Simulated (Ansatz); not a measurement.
Run this with Ansatz 0.2.0 through its Python package and show what comes out.

The script, `alb2h6n.py`:
```python
"""Cost of removing each kind of hydrogen from AlB2H6N, fragments frozen."""

import ansatz as az


def single_point(molecule, charge=0, unpaired=0):
    calc = molecule.calculation().basis(gaussian="cc-pVTZ").functional("hf")
    if charge:
        calc = calc.charge(charge)
    if unpaired:
        calc = calc.spin("collinear", total=unpaired)
    report = calc.run().report
    if report["published_state_doubts"]:
        print("  doubts:", report["published_state_doubts"])
    return report["free_energy_ev"]

GEOMETRY = """
B    -0.25140    1.00360   -1.51160
B    -0.42630   -0.55760   -1.12690
Al    0.01570   -1.18390    0.76860
N     0.69950    0.09700    2.08250
H    -0.56790    1.39970   -2.63340
H     0.05670    1.85060   -0.71840
H    -0.75280   -1.33590   -1.93060
H    -0.03040   -2.71330    1.16130
H    -0.12520    0.82160    2.20090
H     1.46520    0.56720    1.71050
"""

def without(molecule, index):
    rest = az.Crystal.molecule()
    for i, site in enumerate(molecule.cartesian_sites):
        if i != index:
            rest = rest.atom(site.symbol, site.position_ang)
    return rest

molecule = az.Crystal.molecule()
for line in GEOMETRY.strip().splitlines():
    symbol, *xyz = line.split()
    molecule = molecule.atom(symbol, [float(v) for v in xyz])

whole = single_point(molecule, 0)
hydrogen = single_point(az.Crystal.molecule().atom("H", (0, 0, 0)), 0, 1)
print(f"E(molecule) = {whole:.5f} eV, E(H) = {hydrogen:.5f} eV")
for index in [5, 6, 7]:
    radical = single_point(without(molecule, index), 0, 1)
    print(f"H{index}: homolysis {(radical + hydrogen - whole):.3f} eV")
    anion = single_point(without(molecule, index), -1)
    print(f"H{index}: loss of a proton {(anion - whole):.3f} eV")
```

```console
$ python alb2h6n.py
E(molecule) = -9501.45160 eV, E(H) = -13.60052 eV
H5: homolysis 3.575 eV
H5: loss of a proton 16.753 eV
H6: homolysis 2.832 eV
H6: loss of a proton 15.827 eV
H7: homolysis 2.538 eV
H7: loss of a proton 16.023 eV
```

What to keep in mind:
- Total energies depend on the basis set; only differences at equal settings carry meaning.
- The geometry is a force-field or estimated start, not a minimum of this method, and the basis set is short of its limit. All parts are taken at fixed geometry, without zero-point energy.
- The expectation value of S² is noticeably off S(S+1) in at least one run, so that state is spin-contaminated.
- Hartree-Fock leaves correlation out, so bond, atomisation and ionisation energies come out well too low.
- Anions want diffuse functions, which this basis lacks.
- Hardware and time: 2.7 min on 1 thread of Arm Neoverse V1, with other jobs on the host, peak memory 0.66 GiB.

(Lines on the test bed's own set-up are left out of the output.)
